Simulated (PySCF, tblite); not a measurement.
**C₃H₁₂O₄SiTi, a small molecule taken as a stand-in for a surface group (carbon-backed Si): NMR shifts, core binding energies and electronic excitations, part 1 of 2**

Aim: the NMR shifts, core binding energies and electronic excitations of `C[Si](C)(C)[O][Ti]([OH])([OH])[OH]`.

Programs: tblite 0.8.0 and PySCF 2.14.0. All values are calculated, for the isolated system unless a continuum is named. Atoms count from 0, parts from 1.

### 1 Starting point

21 atoms, charge 0, multiplicity 1; geometry: distance geometry start.

### 2 Relaxing the cluster with GFN2-xTB

What the job is given:

```
{"job": {"kind": "relax", "xc": "GFN2-xTB", "basis": "xTB"}, "charge": 0, "multiplicity": 1}
C      0.975033     0.657958    -0.905930
Si    -0.711493     0.730529    -0.147172
C     -0.551255     0.790989     1.694163
C     -1.551407     2.267568    -0.719472
O     -1.637772    -0.669210    -0.634188
Ti    -2.064964    -2.170760     0.513082
O     -0.587942    -3.438194     0.479007
O     -2.367319    -1.553275     2.318209
O     -3.677617    -3.070280    -0.144101
H      1.652628     0.351698    -0.176535
H      1.247208     1.571667    -1.234342
H      0.959218    -0.029989    -1.677341
H     -0.098090     1.641371     1.985479
H     -1.503526     0.744284     2.122193
H      0.015323    -0.036938     2.013526
H     -2.012766     2.101453    -1.625802
H     -2.263749     2.573187    -0.031553
H     -0.851170     3.040260    -0.821455
H     -0.278255    -3.914134    -0.295237
H     -3.225474    -1.269083     2.678576
H     -4.204072    -2.780939    -0.898838
```

With the program's defaults for keys left out, this is: GFN2-xTB geometry optimisation, gas phase.

Started as:

```sh
OMP_NUM_THREADS=1 python cluster_run.py task.json out
```

The driver reads the jobs from task.json and runs them one after another.

The program printed:

```text
step      E/eV     max force
  0    -878.36265    3.626
  1    -879.12080    2.286
  2    -879.54101    1.895
  3    -879.80597    1.457
  4    -880.06965    0.887
  5    -880.13611    0.615
  6    -880.19793    0.528
  7    -880.21540    0.367
  8    -880.23624    0.278
  9    -880.24545    0.327
 10    -880.26492    0.279
 11    -880.27305    0.265
 12    -880.28063    0.178
 13    -880.28648    0.196
 14    -880.29452    0.237
 15    -880.30365    0.347
 16    -880.31258    0.379
 17    -880.31985    0.241
 18    -880.32579    0.191
 19    -880.33176    0.238
 20    -880.34007    0.336
 21    -880.34983    0.330
 22    -880.35622    0.270
 23    -880.35905    0.256
 24    -880.36241    0.153
 25    -880.36576    0.194
 26    -880.37067    0.216
 27    -880.37581    0.158
 28    -880.38081    0.118
 29    -880.38497    0.140
 30    -880.38896    0.145
 31    -880.39282    0.253
 32    -880.39617    0.122
 33    -880.39905    0.108
 34    -880.40153    0.117
 35    -880.40344    0.118
 36    -880.40854    0.164
 37    -880.41327    0.199
 38    -880.41885    0.183
 39    -880.42471    0.188
 40    -880.43142    0.243
 41    -880.43616    0.385
 42    -880.42932    0.838
 43    -880.44492    0.190
 44    -880.44855    0.159
 45    -880.45994    0.378
 46    -880.46473    0.272
 47    -880.46889    0.203
 48    -880.47314    0.102
 49    -880.47463    0.162
 50    -880.47583    0.141
 51    -880.47768    0.101
 52    -880.47896    0.126
 53    -880.48052    0.136
 54    -880.48235    0.167
 55    -880.48474    0.172
 56    -880.48738    0.145
 57    -880.48999    0.124
 58    -880.49213    0.115
 59    -880.49345    0.107
 60    -880.49478    0.162
 61    -880.49702    0.162
 62    -880.50195    0.179
 63    -880.50554    0.166
 64    -880.50956    0.141
 65    -880.51196    0.129
 66    -880.51346    0.111
 67    -880.51491    0.173
 68    -880.51664    0.135
 69    -880.51930    0.104
 70    -880.52111    0.110
 71    -880.52271    0.104
 72    -880.52517    0.091
 73    -880.52741    0.099
 74    -880.52927    0.130
 75    -880.53079    0.096
 76    -880.53256    0.114
 77    -880.53433    0.123
 78    -880.53687    0.147
 79    -880.54012    0.193
 80    -880.54410    0.213
 81    -880.54766    0.114
 82    -880.55034    0.125
 83    -880.55146    0.224
 84    -880.55293    0.172
 85    -880.55455    0.105
 86    -880.55724    0.090
 87    -880.55897    0.097
 88    -880.56119    0.099
 89    -880.56245    0.115
 90    -880.56339    0.113
 91    -880.56422    0.092
 92    -880.56521    0.095
 93    -880.56652    0.127
 94    -880.56856    0.157
 95    -880.57078    0.152
 96    -880.57402    0.172
 97    -880.57720    0.143
 98    -880.57924    0.186
 99    -880.57901    0.195
100    -880.58064    0.070
101    -880.58100    0.099
102    -880.58171    0.110
103    -880.58227    0.082
104    -880.58310    0.078
105    -880.58393    0.065
106    -880.58465    0.055
107    -880.58518    0.048
108    -880.58563    0.049
109    -880.58597    0.046
110    -880.58625    0.059
111    -880.58656    0.049
112    -880.58694    0.045
113    -880.58739    0.037
114    -880.58765    0.039
115    -880.58795    0.044
116    -880.58827    0.051
117    -880.58874    0.057
118    -880.58933    0.053
119    -880.59000    0.052
120    -880.59060    0.059
121    -880.59111    0.044
122    -880.59166    0.058
123    -880.59236    0.062
124    -880.59293    0.054
125    -880.59352    0.051
126    -880.59418    0.065
127    -880.59494    0.064
128    -880.59492    0.108
129    -880.59601    0.063
130    -880.59636    0.069
131    -880.59701    0.055
132    -880.59743    0.067
133    -880.59837    0.072
134    -880.59893    0.059
135    -880.59938    0.042
136    -880.59970    0.038
137    -880.60006    0.038
138    -880.60044    0.045
139    -880.60080    0.050
140    -880.60113    0.049
141    -880.60145    0.055
142    -880.60180    0.054
143    -880.60221    0.052
144    -880.60266    0.056
145    -880.60302    0.037
146    -880.60330    0.038
147    -880.60354    0.039
148    -880.60374    0.034
149    -880.60388    0.026
150    -880.60399    0.029
151    -880.60407    0.023
152    -880.60414    0.024
153    -880.60419    0.018
154    -880.60424    0.013
155    -880.60427    0.014
156    -880.60430    0.014
157    -880.60434    0.016
158    -880.60438    0.012
159    -880.60441    0.014
160    -880.60444    0.015
161    -880.60448    0.021
162    -880.60452    0.022
163    -880.60457    0.017
164    -880.60462    0.020
165    -880.60467    0.019
166    -880.60470    0.012
167    -880.60472    0.012
168    -880.60474    0.011
169    -880.60476    0.012
170    -880.60478    0.012
171    -880.60480    0.014
172    -880.60483    0.015
173    -880.60485    0.015
174    -880.60488    0.015
175    -880.60491    0.013
176    -880.60493    0.016
177    -880.60495    0.014
178    -880.60497    0.016
179    -880.60498    0.012
180    -880.60500    0.010
181    -880.60501    0.010
182    -880.60502    0.012
183    -880.60503    0.011
184    -880.60504    0.006
```

Run time: 3.9 s. Hardware: 1 thread of Arm Neoverse V1, shared host.

Relaxation path:

| step | energy from step 0 (eV) | largest force (eV/Å) |
| --- | --- | --- |
| 0 | 0.0000 | 3.6259 |
| 7 | -1.8528 | 0.3671 |
| 14 | -1.9319 | 0.2371 |
| 21 | -1.9872 | 0.3293 |
| 28 | -2.0182 | 0.1174 |
| 35 | -2.0408 | 0.1182 |
| 42 | -2.0667 | 0.8379 |
| 49 | -2.1120 | 0.1618 |
| 56 | -2.1247 | 0.1456 |
| 63 | -2.1429 | 0.1659 |
| 70 | -2.1585 | 0.1105 |
| 77 | -2.1717 | 0.1222 |
| 84 | -2.1903 | 0.1716 |
| 91 | -2.2016 | 0.0921 |
| 98 | -2.2166 | 0.1858 |
| 105 | -2.2213 | 0.0651 |
| 112 | -2.2243 | 0.0454 |
| 119 | -2.2274 | 0.0519 |
| 126 | -2.2315 | 0.0645 |
| 133 | -2.2357 | 0.0720 |
| 140 | -2.2385 | 0.0486 |
| 147 | -2.2409 | 0.0394 |
| 154 | -2.2416 | 0.0132 |
| 161 | -2.2418 | 0.0210 |
| 168 | -2.2421 | 0.0107 |
| 175 | -2.2423 | 0.0122 |
| 182 | -2.2424 | 0.0127 |
| 184 | -2.2424 | 0.0059 |

Close pairs (by a distance rule), those that changed most:

| bond | before (Å) | after (Å) | change (Å) |
| --- | --- | --- | --- |
| Si1–Ti5 | 3.269 | 2.843 | -0.426 |
| Ti5–O8 | 1.960 | 1.737 | -0.223 |
| Ti5–H20 | 2.635 | 2.419 | -0.216 |
| Ti5–H18 | 2.624 | 2.412 | -0.212 |
| Ti5–O6 | 1.947 | 1.743 | -0.204 |
| Ti5–O7 | 1.932 | 1.735 | -0.197 |
| O4–Ti5 | 1.937 | 1.780 | -0.157 |
| Si1–O4 | 1.748 | 1.619 | -0.129 |

### 3 Optimising the geometry at PBE0-D3(BJ)/def2-SVP

What the job is given:

```
{"job": {"xc": "PBE0", "basis": "def2-SVP", "d3": "d3bj", "grid": 2, "kind": "geom", "shake": 0.01}, "charge": 0, "multiplicity": 1}
C      1.732501     0.317730    -1.333995
Si     0.140072     0.928793    -0.399873
C      0.462870     0.816413     1.485451
C     -0.386128     2.677835    -0.940856
O     -1.020469    -0.172331    -0.652403
Ti    -0.829571    -1.627638     0.345528
O      0.773597    -2.300321     0.605932
O     -1.696023    -1.519220     1.830873
O     -1.571180    -2.899136    -0.552465
H      1.904072    -0.698399    -1.054337
H      2.585469     0.927008    -1.096225
H      1.571118     0.384979    -2.407419
H      1.085641     1.614062     1.888893
H     -0.486799     0.841730     2.034059
H      0.953110    -0.157765     1.701399
H     -0.614615     2.720573    -1.996084
H     -1.326890     2.984466    -0.428362
H      0.334757     3.419213    -0.714191
H      1.000077    -3.212882     0.387127
H     -2.223789    -2.193603     2.320137
H     -2.450069    -2.846180    -0.999710
```

The program printed:

```text
step   0  E = -1560.38061374  max force = 0.051645
step   1  E = -1560.40048784  max force = 0.023107
step   2  E = -1560.40515438  max force = 0.010272
step   3  E = -1560.40814769  max force = 0.007368
step   4  E = -1560.41017710  max force = 0.006519
step   5  E = -1560.41092101  max force = 0.005235
step   6  E = -1560.41134700  max force = 0.002383
step   7  E = -1560.41160326  max force = 0.002640
step   8  E = -1560.41183084  max force = 0.002904
step   9  E = -1560.41199351  max force = 0.002013
step  10  E = -1560.41210821  max force = 0.001584
step  11  E = -1560.41219351  max force = 0.001821
step  12  E = -1560.41226536  max force = 0.002214
step  13  E = -1560.41233281  max force = 0.001618
step  14  E = -1560.41239589  max force = 0.000873
step  15  E = -1560.41245260  max force = 0.001832
step  16  E = -1560.41250464  max force = 0.002506
step  17  E = -1560.41254823  max force = 0.001986
step  18  E = -1560.41257863  max force = 0.000711
step  19  E = -1560.41259618  max force = 0.001002
step  20  E = -1560.41260467  max force = 0.001913
step  21  E = -1560.41260770  max force = 0.002002
step  22  E = -1560.41261700  max force = 0.001094
step  23  E = -1560.41262485  max force = 0.000420
optimisation converged
```

Run time: 15 min. Hardware: 1 thread of Arm Neoverse V1, shared host; peak memory 1.3 GiB.

Step by step:

| step | energy from step 0 (eV) | largest force component (eV/Å) |
| --- | --- | --- |
| 0 | 0.0000 | 2.6557 |
| 1 | -0.5408 | 1.1882 |
| 2 | -0.6678 | 0.5282 |
| 3 | -0.7492 | 0.3789 |
| 4 | -0.8045 | 0.3352 |
| 5 | -0.8247 | 0.2692 |
| 6 | -0.8363 | 0.1225 |
| 7 | -0.8433 | 0.1358 |
| 8 | -0.8495 | 0.1493 |
| 9 | -0.8539 | 0.1035 |
| 10 | -0.8570 | 0.0815 |
| 11 | -0.8593 | 0.0936 |
| 12 | -0.8613 | 0.1138 |
| 13 | -0.8631 | 0.0832 |
| 14 | -0.8648 | 0.0449 |
| 15 | -0.8664 | 0.0942 |
| 16 | -0.8678 | 0.1289 |
| 17 | -0.8690 | 0.1021 |
| 18 | -0.8698 | 0.0366 |
| 19 | -0.8703 | 0.0515 |
| 20 | -0.8705 | 0.0984 |
| 21 | -0.8706 | 0.1029 |
| 22 | -0.8709 | 0.0563 |
| 23 | -0.8711 | 0.0216 |

Close pairs (by a distance rule), those that changed most:

| bond | before (Å) | after (Å) | change (Å) |
| --- | --- | --- | --- |
| Si1–Ti5 | 2.834 | 3.246 | +0.412 |
| Ti5–H20 | 2.433 | 2.532 | +0.099 |
| Ti5–H18 | 2.421 | 2.511 | +0.090 |
| C0–Si1 | 1.945 | 1.875 | -0.069 |
| Ti5–O7 | 1.723 | 1.792 | +0.069 |
| Si1–O4 | 1.620 | 1.686 | +0.066 |
| Ti5–O8 | 1.724 | 1.783 | +0.059 |
| Si1–C2 | 1.916 | 1.872 | -0.044 |

The next job starts from the end point, and lists it.

| at the end point | value |
| --- | --- |
| point group (found at 0.08 Å tolerance) | C1 |
| rotational constants (GHz, main isotopes) | 1.650, 0.618, 0.610 |
| dipole moment (D) | 1.78 |

### 4 Shielding tensors: PBE0/pcSseg-1

What the job is given:

```
{"job": {"kind": "nmr", "xc": "PBE0", "basis": "pcSseg-1"}, "charge": 0, "multiplicity": 1}
C      1.655509     0.437593    -1.409151
Si     0.233095     0.953485    -0.301358
C      0.836840     1.242259     1.447073
C     -0.657363     2.447954    -0.990597
O     -0.865387    -0.324359    -0.253752
Ti    -1.040711    -1.920780     0.507898
O      0.584386    -2.457561     1.058492
O     -2.126987    -1.785925     1.926371
O     -1.659371    -3.108930    -0.669512
H      2.114723    -0.483920    -1.017744
H      2.434760     1.215214    -1.451256
H      1.313445     0.242099    -2.437375
H      1.574054     2.059151     1.496344
H     -0.002426     1.495914     2.113509
H      1.309344     0.323969     1.831176
H     -1.037714     2.245671    -2.003949
H     -1.513076     2.723378    -0.355078
H      0.018110     3.316558    -1.048543
H      1.166892    -3.108672     0.657658
H     -2.449689    -2.482779     2.504382
H     -1.950848    -3.025202    -1.581177
```

Method: GIAO PBE0/pcSseg-1 NMR shielding, non-relativistic, gas phase.

The program printed:

```text
coarse grid: 79792 points
cycle   1  E = -1560.1797586715  dE =  6.405e-01  |g| = 1.785e+00  |ddm| = 4.331e+00
cycle   2  E = -1551.1521888877  dE =  9.028e+00  |g| = 8.286e+00  |ddm| = 3.519e+00
cycle   3  E = -1560.5018786935  dE = -9.350e+00  |g| = 1.209e+00  |ddm| = 2.842e+00
cycle   4  E = -1560.7418833006  dE = -2.400e-01  |g| = 3.611e-01  |ddm| = 9.663e-01
cycle   5  E = -1560.7657107262  dE = -2.383e-02  |g| = 6.568e-02  |ddm| = 2.053e-01
cycle   6  E = -1560.7662619082  dE = -5.512e-04  |g| = 3.501e-02  |ddm| = 5.328e-02
cycle   7  E = -1560.7664842068  dE = -2.223e-04  |g| = 7.215e-03  |ddm| = 2.333e-02
cycle   8  E = -1560.7664952051  dE = -1.100e-05  |g| = 2.310e-03  |ddm| = 6.327e-03
cycle   9  E = -1560.7664960286  dE = -8.235e-07  |g| = 1.013e-03  |ddm| = 1.672e-03
final grid: 168104 points
cycle  10  E = -1560.7666335308  dE =  4.716e-07  |g| = 2.125e-03  |ddm| = 3.097e-03
cycle  11  E = -1560.7666306280  dE =  2.903e-06  |g| = 4.494e-03  |ddm| = 3.648e-03
cycle  12  E = -1560.7666343545  dE = -3.727e-06  |g| = 3.953e-04  |ddm| = 2.500e-03
cycle  13  E = -1560.7666343817  dE = -2.724e-08  |g| = 7.682e-05  |ddm| = 2.182e-04
cycle  14  E = -1560.7666343829  dE = -1.200e-09  |g| = 1.297e-05  |ddm| = 5.719e-05
cycle  15  E = -1560.7666343830  dE = -2.183e-11  |g| = 1.019e-05  |ddm| = 1.502e-05
converged SCF energy = -1560.7666343830

GIAO shielding tensors (ppm)
atom      isotropic    diamagn.    paramagn.     s11        s22        s33       span
  0 C      183.020     257.299     -74.279    174.637    183.420    191.004     16.366
  1 Si     326.878     881.602    -554.724    309.919    319.142    351.573     41.654
  2 C      182.592     257.710     -75.118    174.055    183.650    190.070     16.015
  3 C      183.518     255.710     -72.191    175.609    183.575    191.371     15.762
  4 O      -61.227     408.888    -470.115   -280.613   -155.475    252.407    533.020
  5 Ti    -174.329    1606.375   -1780.704   -227.029   -219.561    -76.396    150.633
  6 O       31.842     395.932    -364.090   -261.796     40.039    317.283    579.079
  7 O       18.624     394.199    -375.575   -276.282     23.983    308.171    584.453
  8 O       25.824     398.258    -372.434   -274.863     27.391    324.944    599.807
  9 H       30.908      33.684      -2.776     26.800     28.856     37.068     10.267
 10 H       31.392      30.623       0.769     27.638     28.847     37.690     10.052
 11 H       31.113      31.975      -0.862     27.257     28.503     37.580     10.323
 12 H       31.363      30.570       0.793     27.685     28.684     37.721     10.035
 13 H       30.743      31.897      -1.154     26.832     28.156     37.240     10.408
 14 H       30.386      33.040      -2.654     26.155     28.249     36.753     10.598
 15 H       31.124      30.826       0.298     27.077     28.723     37.571     10.494
 16 H       30.966      30.853       0.113     26.872     28.547     37.479     10.607
 17 H       31.487      29.462       2.025     27.702     28.975     37.784     10.082
 18 H       24.905      31.973      -7.068     18.511     25.925     30.279     11.768
 19 H       24.788      30.211      -5.423     18.825     24.986     30.554     11.729
 20 H       24.886      33.611      -8.725     18.377     24.313     31.968     13.592
```

It took 78 s on 1 thread of Arm Neoverse V1, shared host; peak memory 1.6 GiB.

Shifts follow as δ = σ(reference) − σ, with reference shieldings (ppm) from runs at the same level and on the same kind of geometry: 1H TMS 31.27, 13C TMS 184.4, 29Si TMS 352.0, 17O H2O 334.6. The references are single molecules in the gas phase, so shifts against H2O, NH3, PH3, H3PO4 or CFCl3 are not on the usual liquid scales and can be off by tens of ppm.

| atoms | environment | σ (ppm) | δ (ppm) |
| --- | --- | --- | --- |
| C2 | methyl carbon bonded to Si | 182.6 | 1.8 |
| C0 | methyl carbon bonded to Si | 183.0 | 1.4 |
| C3 | methyl carbon bonded to Si | 183.5 | 0.9 |
| H19 | hydrogen on an oxygen bonded to Ti | 24.79 | 6.48 |
| H20 | hydrogen on an oxygen bonded to Ti | 24.89 | 6.38 |
| H18 | hydrogen on an oxygen bonded to Ti | 24.91 | 6.36 |
| H14 | hydrogen on a methyl carbon bonded to Si | 30.39 | 0.88 |
| H13 | hydrogen on a methyl carbon bonded to Si | 30.74 | 0.52 |
| H9 | hydrogen on a methyl carbon bonded to Si | 30.91 | 0.36 |
| H16 | hydrogen on a methyl carbon bonded to Si | 30.97 | 0.30 |
| H11 | hydrogen on a methyl carbon bonded to Si | 31.11 | 0.15 |
| H15 | hydrogen on a methyl carbon bonded to Si | 31.12 | 0.14 |
| H12 | hydrogen on a methyl carbon bonded to Si | 31.36 | -0.10 |
| H10 | hydrogen on a methyl carbon bonded to Si | 31.39 | -0.12 |
| H17 | hydrogen on a methyl carbon bonded to Si | 31.49 | -0.22 |
| Si1 | silicon bonded to 3 C, O | 326.9 | 25.1 |
| O4 | oxygen bonded to Si, Ti | -61.2 | 395.8 |
| O7 | oxygen bonded to Ti, H | 18.6 | 315.9 |
| O8 | oxygen bonded to Ti, H | 25.8 | 308.7 |
| O6 | oxygen bonded to Ti, H | 31.8 | 302.7 |
| Ti5 | Ti bonded to 4 O | -174 | – |

The run also stored atomic charges by several schemes (e):

| atoms | Mulliken | IAO | Hirshfeld | ESP fit |
| --- | --- | --- | --- | --- |
| C0 | -0.65 | -0.74 | -0.22 | -0.90 |
| Si1 | 1.12 | 1.29 | 0.46 | 1.27 |
| C2 | -0.66 | -0.74 | -0.22 | -0.79 |
| C3 | -0.64 | -0.74 | -0.22 | -0.77 |
| O4 | -0.84 | -0.79 | -0.35 | -0.76 |
| Ti5 | 1.55 | 1.49 | 0.70 | 1.39 |
| O6 | -0.64 | -0.75 | -0.35 | -0.81 |
| O7 | -0.64 | -0.74 | -0.36 | -0.77 |
| O8 | -0.63 | -0.74 | -0.36 | -0.83 |

Mayer bond orders: C0–Si1 0.96, Si1–C2 0.97, Si1–C3 0.96, Si1–O4 0.82, O4–Ti5 0.92, Ti5–O6 0.93, Ti5–O7 0.95, Ti5–O8 0.98.

(Continued in part 2 of 2.)
